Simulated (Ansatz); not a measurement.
# CH3K: vertical ionisation energy

An exercise on one series of results from a longer session: the logs are not shown, and one member is left open.

Program: Ansatz 0.2.0, Gaussian basis. Level of theory: unrestricted cation, the program's frozen cores in correlated methods. These are calculated values, not measurements.

The runs, in order: UKS PBE-D4/def2-TZVPP; UKS r2SCAN-D4/def2-TZVPP; UKS PBE0-D4/def2-TZVPP; UKS B3LYP-D4/def2-TZVPP; UKS wB97X-V/def2-TZVPP; UKS wB97M-V/def2-TZVPP; UKS B2PLYP/def2-TZVPP; UHF-CCSD(T)/def2-TZVPP; UHF-MP2/def2-QZVPP; extrapolation to the limit; then −ε(HOMO) from the neutral's earlier runs with LDA (SPW92), PBE-D4, revPBE-D4, BLYP-D4, r2SCAN-D4, B97M-V, PBE0-D4, B3LYP-D4, r2SCANh-D4, r2SCAN0-D4, HSE06-D4, BHLYP-D4, CAM-B3LYP-D4, LC-ωPBE, ωB97X-V, ωB97M-V.

**Structure used throughout**

The geometry comes from an earlier relaxation with PBE0-D4 in a triple-zeta def2 set; it is a stationary point.

SMILES `[CH3][K]`, 5 atoms, charge 0, spin multiplicity 1.

Atoms are counted from 1 here; the program's logs count them from 0.

Bond lengths: C1–K2 2.676 Å, C1–H3 1.098 Å, C1–H4 1.098 Å, C1–H5 1.098 Å. Angles: K2–C1–H3 111.7°, K2–C1–H4 111.7°, K2–C1–H5 111.7°, H3–C1–H4 107.2°, H3–C1–H5 107.2°, H4–C1–H5 107.2°.

The first run:

Contents of in.yaml:

```yaml
crystal:
  periodic: [false, false, false]
  atoms:
    - {symbol: C, position_ang: [-0.241669, 0.077132, -0.123343]}
    - {symbol: K, position_ang: [2.067674, -0.765912, 0.932707]}
    - {symbol: H, position_ang: [-1.091350, -0.130724, 0.540339]}
    - {symbol: H, position_ang: [-0.452379, -0.413614, -1.082720]}
    - {symbol: H, position_ang: [-0.232277, 1.159418, -0.308283]}
basis:
  gaussian: {orbitals: def2-TZVPP}
total_charge: 1
magnetization: {spin_polarized: true, initial_magnetization: 1}
hamiltonian: {xc: pbe, dispersion: d4}
```

Steps of the session up to this table: Cation, UKS PBE-D4/def2-TZVPP; Cation, UKS r2SCAN-D4/def2-TZVPP; Cation, UKS PBE0-D4/def2-TZVPP; Cation, UKS B3LYP-D4/def2-TZVPP; Cation, UKS wB97X-V/def2-TZVPP; Cation, UKS wB97M-V/def2-TZVPP; Cation, UKS B2PLYP (frozen core)/def2-TZVPP; Cation, UHF-CCSD(T)/def2-TZVPP; Cation, UHF-MP2/def2-QZVPP.

One of the session's tables, all rows but one given; the rest of the session is left out.

It belongs to the step «Ionisation energies side by side». For comparison, −ε(HOMO) of the neutral from earlier runs:

```
  functional  −ε(HOMO) (eV)
 LDA (SPW92)           3.18
      PBE-D4           3.02
   revPBE-D4           2.93
     BLYP-D4           2.99
   r2SCAN-D4           2.85
      B97M-V           3.09
     PBE0-D4           3.80
    B3LYP-D4           3.73
  r2SCANh-D4           3.20
  r2SCAN0-D4           3.75
    HSE06-D4           3.42
    BHLYP-D4              ?
CAM-B3LYP-D4           5.03
     LC-ωPBE           6.15
     ωB97X-V           5.87
     ωB97M-V           5.86
```

**Question.** Estimate the row for BHLYP-D4.

Worked estimate for «−ε(HOMO) (eV)». Against the share of exact exchange, BLYP-D4 (0, 2.99), B3LYP-D4 (0.2, 3.73) give a slope of 3.70 per unit share; at 0.5 the line stands at 4.84.

The run gave: −ε(HOMO) (eV): 4.66. In «−ε(HOMO) (eV)» the line misses by +0.18.

To keep in mind: The cation may have settled in a state other than its lowest; no search over hole states beyond the program's own was made.
